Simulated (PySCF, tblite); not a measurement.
**C3H11NSi3: geometry, infrared bands and NMR shifts**

Aim: predict the infrared bands and NMR shifts of C3H11NSi3 (`N#CC[Si@@H]([SiH3])C[SiH3]`).

Programs: tblite 0.8.0 and PySCF 2.14.0, with density-fitted response routines of our own. Each step states its level of theory. These are calculated values for one molecule in the gas phase, unless marked as measured. Atoms are numbered from 0 throughout.

**1. The molecule as given**

18 atoms, charge 0, multiplicity 1; geometry from: force field or distance geometry start.

Bonds of the start (Å): N0–C1 1.15, C1–C2 1.47, C2–Si3 1.87, Si3–Si4 2.20, Si3–C5 1.85, C5–Si6 1.84, C2–H7 1.12, C2–H8 1.10, Si3–H9 1.46, Si4–H10 1.48, Si4–H11 1.49, Si4–H12 1.46, C5–H13 1.13, C5–H14 1.11, Si6–H15 1.47, Si6–H16 1.48, Si6–H17 1.49.

**2. Optimising the geometry with GFN2-xTB**

Job settings and geometry (Å):

```
{"job": {"kind": "relax", "xc": "GFN2-xTB", "basis": "xTB"}, "charge": 0, "multiplicity": 1}
N     -3.546300    -1.895900     0.066000
C     -2.417700    -1.707300     0.114500
C     -0.962300    -1.503900     0.218700
Si    -0.563400    -0.103100    -0.947100
Si    -1.068700     1.795800     0.046900
C      1.193200    -0.252600    -1.494300
Si     2.457100     0.397600    -0.322800
H     -0.732200    -1.168500     1.257300
H     -0.388300    -2.408300    -0.024000
H     -1.423800    -0.269200    -2.117100
H     -1.641200     2.742800    -0.938700
H     -2.173800     1.505800     1.001700
H     -0.000100     2.396700     0.839000
H      1.400700    -1.357000    -1.618200
H      1.299200     0.178800    -2.512400
H      1.936400     0.732200     1.010200
H      3.113500     1.562700    -0.946900
H      3.508800    -0.640400    -0.173900
```

Started as:

```
$ OMP_NUM_THREADS=1 python probes_run.py task.json out
```

One launch serves the whole session: the jobs run in the order shown.

**Question.** This job is followed by: GFN2-xTB harmonic vibrations, gas phase; GIAO PBE0/pcSseg-1 NMR shielding, non-relativistic, gas phase. What will the session give for the following? strongest single infrared mode (GFN2-xTB); zero-point energy (GFN2-xTB); 13C shifts against TMS (PBE0/pcSseg-1); 1H shifts against TMS (PBE0/pcSseg-1, means over atoms taken as alike); 15N shifts against NH3 (PBE0/pcSseg-1); 29Si shifts against TMS (PBE0/pcSseg-1); surface potential, 1st and 99th percentile.

The runs gave:

| quantity | value |
| --- | --- |
| strongest single infrared mode (GFN2-xTB) | 2240 cm⁻¹, 422 km/mol |
| zero-point energy (GFN2-xTB) | 74.2 kcal/mol |
| 13C shifts against TMS (PBE0/pcSseg-1) | 122.6, -0.1, -10.4 ppm |
| 1H shifts against TMS (PBE0/pcSseg-1, means over atoms taken as alike) | 4.81, 3.95, 3.59, 1.69, 1.58, 0.18, -0.22 ppm |
| 15N shifts against NH3 (PBE0/pcSseg-1) | 296.8 ppm |
| 29Si shifts against TMS (PBE0/pcSseg-1) | -34.7, -77.9, -122.6 ppm |
| surface potential, 1st and 99th percentile | -1.86 V and 1.47 V |

What this shows: The optimisation took 173 steps and gained 0.569 eV; among the close pairs (by a distance rule), Si3–Si4 changed most, from 2.202 to 2.318 Å. The lowest mode is imaginary (40i cm⁻¹), so the xTB geometry is not a minimum. GFN2-xTB is a fitted tight-binding method: band positions and strengths are rough. Its intensities can rank the bands wrongly. The most deshielded carbon is C1 (nitrile carbon), at 122.6 ppm: C≡N carbons fall here, among the sp2 signals but without a proton. At PBE0/pcSseg-1: The widest tensor belongs to N0: span 507 ppm, with a paramagnetic part of -369 ppm. By nearest atom (PBE0/pcSseg-1), the HOMO sits on N0 27 %; C2 16 % and the LUMO on Si3 19 %; Si4 13 %.
